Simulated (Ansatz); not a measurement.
# YHgTe2: the cost of one run

Method: DFT PBE, scalar-relativistic, plane waves, PAW, in Ansatz 0.2.0.

### Step 1. The structure to begin with

The structure is tetragonal, space group P-4m2 (No. 115). The conventional cell has a = 4.767 Å, b = 4.767 Å, c = 6.716 Å, α = 90.00°, β = 90.00°, γ = 90.00°. Around Y (site symmetry -4m2) lie 4 Te at 2.85 Å. Hg (site symmetry -4m2) is surrounded by 4 Te at 2.98 Å. Te (site symmetry 2mm) is surrounded by 2 Y at 2.85 Å and 2 Hg at 2.98 Å.

Structure file:

```
Y Hg Te
1.0
     4.76661    0.00000    0.00000
     0.00000    4.76661    0.00000
     0.00000    0.00000    6.71577
Y Hg Te
1 1 2
Direct
  0.00000 0.00000 0.00000
  0.50000 0.50000 0.50000
  0.00000 0.50000 0.23337
  0.50000 0.00000 0.76663
```

A structure generator made this guess: species swapped into a database cell of AlInSb2 (P-4m2, No. 115), with Y on the Al sites, Hg on the In sites and Te on the Sb sites. The dimensions are guesses.

### Step 2. Probe: one point on a coarse mesh

The input, input.yaml:

```yaml
crystal:
  lattice:
    - [4.76661443, 0.0, 0.0]
    - [0.0, 4.76661443, 0.0]
    - [0.0, 0.0, 6.71577456]
  atoms:
    - { symbol: "Y", position: [0.0, 0.0, 0.0] }
    - { symbol: Hg, position: [0.5, 0.5, 0.5] }
    - { symbol: Te, position: [0.0, 0.5, 0.23336537] }
    - { symbol: Te, position: [0.5, 0.0, 0.76663463] }
basis:
  ecutwfc: 420
kpoints:
  mp_grid: { grid: [4, 4, 4] }
hamiltonian:
  xc: pbe
scf:
  occupations: { method: gaussian, width: 0.1 }
  lower_state_search: "off"
output:
  forces: true
  stress: true
  eigenvalues: true
```

Run with:

```sh
$ ansatz run input.yaml --threads 1 --pin off --max-ram 2560MiB --backend cpu --events-out ev --progress --plain --runs-dir out
```

What time and memory should one allow on 1 thread of Arm Neoverse V1, shared host?

About 9.5 s, with a peak of 0.39 GiB.
